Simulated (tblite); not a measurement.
# CH16ClF2N3O2Si6: the cost of one run

Computed with tblite 0.8.0 (tight binding) and PySCF 2.14.0 (DFT, with response routines of our own); each step states its level. Atoms count from 0 throughout.

### Step 1. The starting structure

31 atoms, charge 0, multiplicity 1; geometry from: MMFF94s geometry.

Bonds of the start (Å): C0–H15 1.11, C0–H16 1.10, C0–H17 1.10, C0–O1 1.41, N4–H19 1.02, N4–Si5 1.66, N6–H21 1.02, N6–Si7 1.69, N9–H23 1.01, N9–Si10 1.70, O13–Si14 1.64, O1–Si2 1.67, Si10–F11 1.60, Si10–H24 1.49, Si10–Si12 2.32, Si12–H25 1.49, Si12–H26 1.49, Si12–H27 1.49, Si14–H28 1.49, Si14–H29 1.49, Si14–H30 1.48, Si2–F3 1.59, Si2–H18 1.48, Si2–N4 1.66 and more.

### Step 2. GFN2-xTB relaxation, conformer 1

Job settings and geometry (Å):

```
{"job": {"xc": "GFN2-xTB", "basis": "xTB", "kind": "relax"}, "charge": 0, "multiplicity": 1}
C     -5.201600     1.514600    -0.772400
O     -3.887000     1.254000    -1.196300
Si    -3.017500     0.089700    -0.365800
F     -3.008900     0.498700     1.170600
N     -1.461800     0.182500    -0.941000
Si    -0.459300    -0.879900    -0.159800
N      0.353200     0.167200     0.869100
Si     1.430600    -0.664800     1.863800
Cl     0.450200    -1.612900     3.383600
N      2.256700     0.614700     2.554300
Si     3.684600     0.948900     1.693300
F      4.626100    -0.336000     1.888400
Si     3.569300     1.615200    -0.524600
O      0.626000    -1.414800    -1.271900
Si     0.735600    -2.560900    -2.441500
H     -5.241300     1.895100     0.269800
H     -5.844700     0.632800    -0.864500
H     -5.621300     2.289500    -1.423900
H     -3.619400    -1.242300    -0.569600
H     -1.102600     1.126100    -0.823000
H     -1.140100    -1.977500     0.543300
H     -0.312300     0.617300     1.494700
H      2.297300    -1.626200     1.168900
H      2.527200     0.329100     3.485100
H      4.319500     2.051800     2.470300
H      4.909200     2.039900    -1.008900
H      2.649300     2.771100    -0.713200
H      3.128700     0.493500    -1.403100
H      2.060500    -2.471700    -3.113500
H      0.621800    -3.906900    -1.806800
H     -0.340100    -2.408100    -3.441000
```

On the command line:

```
> OMP_NUM_THREADS=1 python ens_run.py task.json out
```

This one command runs the whole study; its stages follow in the order run.

Q: Estimate the wall time of this first job on 1 thread of Arm Neoverse V1, shared host.

About 13 s.
